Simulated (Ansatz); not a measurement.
Runs of Ansatz 0.2.0 on NbRu3C. Symmetry: Pm-3m, No. 221, cubic system. Conventional cell: a = 4.065 Å, b = 4.065 Å, c = 4.065 Å, α = 90.00°, β = 90.00°, γ = 90.00°. Around Ru (site symmetry 4/mmm) lie 2 C at 2.03 Å. Around Nb (site symmetry m-3m) lie 12 Ru at 2.87 Å. C (site symmetry m-3m) is surrounded by 6 Ru at 2.03 Å. The cell comes from a database or a generator and needn't be the stable form of this composition.

| level | cutoff (eV) | gap on the mesh (eV) | pressure (GPa) |
| --- | --- | --- | --- |
| RPBE | 420 | none | (b) |
| PBE | 420 | none | -3.4 |
| PBEsol | 420 | none | -11.8 |
| r2SCAN | 500 | none | -7.5 |
| revPBE | 420 | none | -0.6 |
| LDA | 420 | none | -16.9 |
| BLYP | 420 | none | (a) |

Alike in all rows: task projected density of states; potentials or basis Ansatz PAW; no spin polarisation; cell as given; k mesh 7 × 7 × 7; smearing fermi-dirac 0.05 eV.

Question: Fill in the values left out.

Answer: (a) 8.2; (b) 0.5.

Caveats: the density of states is complete only up to the lowest level of the last band computed; the PAW data sets come from PBE, with cores solved anew for the run's functional, which leaves a small shift of forces and pressure (some runs).

A k mesh can miss the band edges, and the runs leave out spin-orbit coupling on Nb, Ru.

A gap of «none» marks a metal or a gap under the smearing width.
